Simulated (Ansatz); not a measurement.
# SiF₃ radical: small, medium and large basis sets

Aim: see how fast density functionals converge with the basis set for SiF₃ radical.

Computed with Ansatz 0.2.0, Gaussian basis. Level: one geometry, several basis sets.

Plan: PBE0-D4/def2-SVP; ωB97M-V/def2-SVP; PBE0-D4/def2-QZVPP; ωB97M-V/def2-QZVPP; the functionals' def2-TZVPP values are taken from earlier runs.

### 1 The geometry

An earlier PBE0-D4 in a triple-zeta def2 set relaxation fixed the geometry.

SMILES `F[Si](F)F`, 4 atoms, charge 0, spin multiplicity 2.

Atoms are counted from 1 here; the program's logs count them from 0.

Bond lengths: F1–Si2 1.581 Å, Si2–F3 1.581 Å, Si2–F4 1.581 Å. Angles: F1–Si2–F3 107.9°, F1–Si2–F4 107.9°, F3–Si2–F4 107.9°.

### 2 PBE0-D4 in def2-SVP

in.yaml

```yaml
crystal:
  periodic: [false, false, false]
  atoms:
    - {symbol: F, position_ang: [0.784933, -0.506983, 1.151652]}
    - {symbol: Si, position_ang: [-0.282894, 0.213092, 0.234354]}
    - {symbol: F, position_ang: [-0.994278, -0.892283, -0.644400]}
    - {symbol: F, position_ang: [0.492239, 1.186174, -0.741606]}
basis:
  gaussian: {orbitals: def2-SVP}
magnetization: {spin_polarized: true, initial_magnetization: 1}
hamiltonian: {xc: pbe0, dispersion: d4}
output: {orbitals: {seedname: orbitals}}
```

Run with:

```console
$ ansatz run in.yaml --threads 4 --pin off --events-out ev --progress --plain --max-ram 10444MiB
```

The runs that follow: ωB97M-V in def2-SVP; PBE0-D4 in def2-QZVPP; ωB97M-V in def2-QZVPP.

Q: Predict the results of all the runs planned. Wanted: PBE0-D4: double and triple zeta above quadruple; ωB97M-V: double and triple zeta above quadruple.

The runs gave:

```
                                       quantity           value
PBE0-D4: double and triple zeta above quadruple  14.44, 0.76 eV
ωB97M-V: double and triple zeta above quadruple  14.55, 0.72 eV
```

For PBE0-D4 the step from double to triple zeta gains 13.68 eV and the next only 0.76 eV. Total energies overstate the basis error of differences, where much of it tends to cancel.
